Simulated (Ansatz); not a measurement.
# AlAu: the cost of one run

Program: Ansatz 0.2.0, driven from Python. Level of theory: DFT PBEsol, plane waves, PAW. These are calculated values, not measurements.

## Step 1: Starting point

AlAu Pm-3m: It takes space group Pm-3m (No. 221, cubic). Conventional cell: a = 3.224 Å, b = 3.224 Å, c = 3.224 Å, α = 90.00°, β = 90.00°, γ = 90.00°. Al (site symmetry m-3m) has 8 Au at 2.79 Å as nearest neighbours. Around Au (site symmetry m-3m) lie 8 Al at 2.79 Å.

Al Fm-3m: It takes space group Fm-3m (No. 225, cubic). Conventional cell: a = 4.050 Å, b = 4.050 Å, c = 4.050 Å, α = 90.00°, β = 90.00°, γ = 90.00°. Around Al (site symmetry m-3m) lie 12 Al at 2.86 Å.

Au Fm-3m: The structure is cubic, space group Fm-3m (No. 225). The conventional cell has a = 4.070 Å, b = 4.070 Å, c = 4.070 Å, α = 90.00°, β = 90.00°, γ = 90.00°. Au (site symmetry m-3m) has 12 Au at 2.88 Å as nearest neighbours.

The script reads alau_alau.xyz:

```xyz
2
Lattice="3.223942 0.0 0.0 0.0 3.223942 0.0 0.0 0.0 3.223942" Properties=species:S:1:pos:R:3 pbc="T T T"
Al    0.00000000    0.00000000    0.00000000
Au    1.61197100    1.61197100    1.61197100
```

alau_al.xyz, read by the script:

```xyz
1
Lattice="0.0 2.024805 2.024805 2.024805 0.0 2.024805 2.024805 2.024805 0.0" Properties=species:S:1:pos:R:3 pbc="T T T"
Al    0.00000000    0.00000000    0.00000000
```

alau_au.cif, read by the script:

```cif
data_Au
_cell_length_a 2.877925
_cell_length_b 2.877925
_cell_length_c 2.877925
_cell_angle_alpha 60.00000
_cell_angle_beta 60.00000
_cell_angle_gamma 60.00000
_symmetry_space_group_name_H-M 'P 1'
_symmetry_Int_Tables_number 1
loop_
_symmetry_equiv_pos_as_xyz
'x, y, z'
loop_
_atom_site_label
_atom_site_type_symbol
_atom_site_fract_x
_atom_site_fract_y
_atom_site_fract_z
Au1 Au    0.000000    0.000000    0.000000
```

## Step 2: The script

Input file run_formation.py:

```python
# -*- coding: utf-8 -*-
'''Is AlAu bound against its elements, after relaxing cells and atoms.'''

from collections import Counter
import warnings

import ansatz as az
from ase.io import read
import numpy as np

XC = 'pbesol'
CUTOFF_EV = 500
KSPACING = 0.16
SMEARING = 'cold'
SMEARING_WIDTH = 0.1


def compute(name, crystal):
    calc = (
        crystal.calculation()
        .functional(XC)
        .basis(CUTOFF_EV)
        .kpoints(spacing=KSPACING)
        .occupations(SMEARING, width=SMEARING_WIDTH)
        .stress()
    )
    calc = calc.relax(force_tolerance=0.02, cell=True)
    return calc.run(threads=1)


def counts(outcome):
    return Counter(site.symbol for site in outcome.lattice.sites)

def formation_energy(outcome, mu):
    n = counts(outcome)
    return (outcome.report['energy_sigma0_ev'] - sum(k * mu[element] for element, k in n.items())) / sum(n.values())


def volume_per_atom(outcome):
    return abs(np.linalg.det(outcome.lattice.cell_ang)) / len(outcome.lattice.sites)


def main():
    warnings.simplefilter('ignore', az.DeckWarning)

    phases = {}
    alau = az.Crystal.from_extxyz('alau_alau.xyz')
    phases['AlAu'] = alau
    al = az.Crystal.from_extxyz('alau_al.xyz')
    phases['Al'] = al
    atoms = read('alau_au.cif')
    au = az.Crystal.from_ase(atoms)
    phases['Au'] = au

    done = {}
    for name, crystal in phases.items():
        done[name] = compute(name, crystal)
        print(f'{name}: {done[name].report["energy_sigma0_ev"]:.4f} eV, {len(done[name].lattice.sites)} atoms')

    # energy of one atom in its reference phase
    references = {'Al': 'Al', 'Au': 'Au'}
    mu = {element: done[name].report['energy_sigma0_ev'] / len(done[name].lattice.sites) for element, name in references.items()}

    target = done['AlAu']
    heat = formation_energy(target, mu)
    for element, value in mu.items():
        print(f'mu({element}) = {value:.4f} eV from {references[element]}, {volume_per_atom(done[references[element]]):.2f} A^3/atom')
    print(f'formation energy of AlAu: {heat:.4f} eV/atom = {96.4853 * heat:.1f} kJ/mol of atoms')


if __name__ == '__main__':
    main()
```

## Step 3: What the engine is handed

The engine receives this input (first run):

```yaml
crystal:
  lattice:
    - [3.223942, 0.0, 0.0]
    - [0.0, 3.223942, 0.0]
    - [0.0, 0.0, 3.223942]
  atoms:
    - { symbol: Al, position: [0.0, 0.0, 0.0] }
    - { symbol: Au, position: [0.5, 0.5, 0.5] }
basis:
  ecutwfc: 500.0
kpoints:
  mp_grid:
    kspacing: 0.16
hamiltonian:
  xc: pbesol
scf:
  occupations:
    method: cold
    width: 0.1
relax:
  f_tol: 0.02
  cell: {}
output:
  stress: true
```

## Step 4: The run

Launch:

```sh
> python run_formation.py
```

**Question.** How long does this script take on 1 thread of Arm Neoverse V2, shared host, and how much memory does it need?

About 22 s, with a peak of 0.48 GiB.
